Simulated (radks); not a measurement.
# Ionising thallium step by step, Tl to Tl²⁰⁺

An exercise on one series of results from a longer session: the logs are not shown, and one member is left open.

Program: radks (a radial shooting solver on a logarithmic mesh, Libxc functionals) version 1. Level of theory: scalar-relativistic Kohn-Sham, r2SCAN, spin-polarised, spherical densities, finite nucleus; open shells are filled with parallel spins first. These are calculated values, not measurements, unless marked.

## What is computed

```
element             : thallium (Z = 81)
charges             : 0 to 20
first configuration : [Hg] 6p1
last configuration  : [Kr] 4d10 4f13 5s2
```

Outer shells as boxes (Hund's rule):

Tl
```
[Hg] core
6p [↑ ][  ][  ]
```

Tl²⁰⁺
```
[Kr] core
4d [↑↓][↑↓][↑↓][↑↓][↑↓]
4f [↑↓][↑↓][↑↓][↑↓][↑↓][↑↓][↑ ]
5s [↑↓]
```

Set-up of the first run:

The run's settings:

```text
Z 81
configuration [Hg] 6p1
relativity scalar-relativistic
functional r2scan,r2scan
spin polarised
nucleus finite rms 5.4759 fm
c 137.035999084
```

Among the steps run: Tl, [Hg] 6p1.

One table of the session follows, with a row left open; its other results are not shown here.

It belongs to the step «Tl, [Hg] 6p1». From the orbitals of this run (lengths in bohr):

```
  level    <r>  outermost maximum (interpolated)  90 % within  nodes
5p down  1.010                             0.905         1.46      3
  5p up  1.010                             0.905         1.46      3
  5d up  1.392                              1.11         2.14      2
5d down  1.382                              1.11         2.12      2
  6s up  2.515                              2.09         3.76      5
6s down  2.448                              2.06         3.63      5
  6p up      ?                                 ?            ?      ?
6p down  3.517                              2.79         5.39      4
```

Q: Estimate the row for 6p up from the others.

As computed: <r>: 3.720; outermost maximum (interpolated): 2.90; 90 % within: 5.77; nodes: 4. In the column «<r>» it is the highest.

Limits of these values: Open shells are spherical and high-spin; term and fine-structure splittings are not resolved.
